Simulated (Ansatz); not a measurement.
Below is the output of a Python script on the Python package of Ansatz (0.2.0) that makes a ladder of basis sets of CH3ClGe, SMILES [CH3][Ge][Cl]. Write a script that gives it. Level of theory (for the species named): Hartree-Fock, def2-SVP basis, multiplicity 1. The script varies basis: def2-SVP, def2-SVPD, def2-TZVP, def2-TZVPP.

```xyz
6

C    -0.3731    0.4222   -0.2378
Ge    1.2818   -0.0268    0.5411
Cl    1.2955   -2.1593    0.8732
H    -0.3715    1.5725   -0.4309
H    -1.2413    0.1788    0.4230
H    -0.5493   -0.0515   -1.2147
```

```console
$ python basis_ch3clge.py
def2-SVP         79 orbitals  reference   -2574.060500 Ha  total   -2574.060500 Ha
def2-SVPD       109 orbitals  reference   -2574.071190 Ha  total   -2574.071190 Ha
def2-TZVP       134 orbitals  reference   -2574.527746 Ha  total   -2574.527746 Ha
def2-TZVPP      163 orbitals  reference   -2574.528821 Ha  total   -2574.528821 Ha
def2-SVP       lies   12.7437 eV above def2-TZVPP
def2-SVPD      lies   12.4528 eV above def2-TZVPP
def2-TZVP      lies    0.0292 eV above def2-TZVPP
def2-TZVPP     lies    0.0000 eV above def2-TZVPP
```

One script that gives this output:

`basis_ch3clge.py`:
```python
# -*- coding: utf-8 -*-
import ansatz as az

params = {
    "xc": "HF",
}

GEOMETRY = """
C    -0.37310    0.42220   -0.23780
Ge    1.28180   -0.02680    0.54110
Cl    1.29550   -2.15930    0.87320
H    -0.37150    1.57250   -0.43090
H    -1.24130    0.17880    0.42300
H    -0.54930   -0.05150   -1.21470
"""

geometry = az.Crystal.molecule()
for line in GEOMETRY.strip().splitlines():
    symbol, *xyz = line.split()
    geometry = geometry.atom(symbol, [float(v) for v in xyz])

base = geometry.calculation().functional(params["xc"])

energies = {}
for basis in ["def2-SVP", "def2-SVPD", "def2-TZVP", "def2-TZVPP"]:
    summary = base.basis(gaussian=basis).run().report
    size = summary["n_frozen"] + summary["n_occupied"][0] + summary["n_virtual"][0]
    energies[basis] = (summary["reference_energy_ev"] / 27.211386246, summary["free_energy_ev"] / 27.211386246)
    print(f"{basis:14s} {size:4d} orbitals  reference {energies[basis][0]:14.6f} Ha  total {energies[basis][1]:14.6f} Ha")

last = energies["def2-TZVPP"][1]
for basis, (_, total) in energies.items():
    print(f"{basis:14s} lies {27.211386 * (total - last):9.4f} eV above def2-TZVPP")
```

Against def2-SVP: def2-SVPD -10.7 mHa, def2-TZVP -467.2 mHa and def2-TZVPP -468.3 mHa. The last step alone is -1.07 mHa (these two sets differ little on atoms other than hydrogen). From the first set to the last the time grows from 0.6 to 1.5 s.

The drop along the ladder measures the basis error, and is no property of the molecule. The geometry is a force-field or estimated start, not a minimum of this method, and the last set is no limit. Much of the fall in a total is atomic energy, which cancels in bond and reaction energies. It ran for 8.8 s on 1 thread of Intel(R) Xeon(R) Processor @ 2.30GHz, on a shared host, peak memory 0.38 GiB.
